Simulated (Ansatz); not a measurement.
This script drives Ansatz's Python interface.

`scan_ch5bse.py`
```python
from dataclasses import dataclass

import ansatz as az
from ase import Atoms
import numpy as np


@dataclass(frozen=True)
class RunConfig:
    basis_set: str = 'def2-SVP'
    functional: str = 'pbe0'
    vdw: str = 'd3bj'


opts = RunConfig()

atoms = Atoms(['B', 'C', 'Se', 'H', 'H', 'H', 'H', 'H'], positions=[
    [-0.7831, 0.409, -0.5678],
    [0.4942, 0.3498, 0.2798],
    [1.2829, -1.3922, 0.0121],
    [-1.7947, 0.6575, -0.0518],
    [-0.7844, 0.3352, -1.7725],
    [0.2605, 0.5124, 1.3538],
    [1.2334, 1.1431, -0.0425],
    [0.1835, -2.0719, 0.733],
])
ch5bse = az.Crystal.molecule_from_ase(atoms)

symbols = [site.symbol for site in ch5bse.cartesian_sites]
start = np.array([site.position_ang for site in ch5bse.cartesian_sites])
axis = (start[3] - start[0]) / np.linalg.norm(start[3] - start[0])
moving = [3]
lengths, energies = [1.023, 1.069, 1.116, 1.162, 1.209, 1.255, 1.302, 1.372], []
for length in lengths:
    xyz = start.copy()
    xyz[moving] += (length - np.linalg.norm(start[3] - start[0])) * axis
    point = az.Crystal.molecule()
    for symbol, xyz in zip(symbols, xyz):
        point = point.atom(symbol, xyz.tolist())
    job = (
        point.calculation()
        .basis(gaussian=opts.basis_set)
        .functional(opts.functional, dispersion=opts.vdw)
    )
    rep = job.run(threads=1).report
    energies.append(rep['free_energy_ev'])
    print(f'r = {length:6.3f} A  E = {energies[-1]:.5f} eV  <S^2> = {abs(rep["mean_field"]["state"]["spin_squared"]):.3f}')

fit = np.polynomial.Polynomial.fit(lengths, np.array(energies) - min(energies), 4).convert()
roots = [r.real for r in fit.deriv().roots() if abs(r.imag) < 1e-9 and fit.deriv(2)(r.real) > 0]
r_e = min(roots, key=lambda r: abs(r - lengths[int(np.argmin(energies))]))
print(f'minimum of the fit at {r_e:.4f} A, force constant {fit.deriv(2)(r_e):.2f} eV/A^2')
```

It is started by `python scan_ch5bse.py`. How long does it take on 1 thread of Arm Neoverse V2 (shared host), and how much memory does it need?

It took about 20 s, with a peak of 0.23 GiB, for 8 runs of the engine.

Output of `python scan_ch5bse.py`:
```text
r =  1.023 A  E = -67123.64997 eV  <S^2> = 0.000
r =  1.069 A  E = -67123.92079 eV  <S^2> = 0.000
r =  1.116 A  E = -67124.09779 eV  <S^2> = 0.000
r =  1.162 A  E = -67124.19263 eV  <S^2> = 0.000
r =  1.209 A  E = -67124.22538 eV  <S^2> = 0.000
r =  1.255 A  E = -67124.20728 eV  <S^2> = 0.000
r =  1.302 A  E = -67124.14819 eV  <S^2> = 0.000
r =  1.372 A  E = -67124.00305 eV  <S^2> = 0.000
minimum of the fit at 1.2133 A, force constant 22.70 eV/A^2
```

Reading the output:
- Total energies depend on the basis set; only differences at equal settings carry meaning.
- The rest of the molecule is held rigid at a force-field or estimated start geometry, and the basis set is modest; single-reference methods fail as a bond breaks.
- The orbitals are restricted, so S² is zero by construction.

(Lines on the test bed's own set-up are left out of the output.)
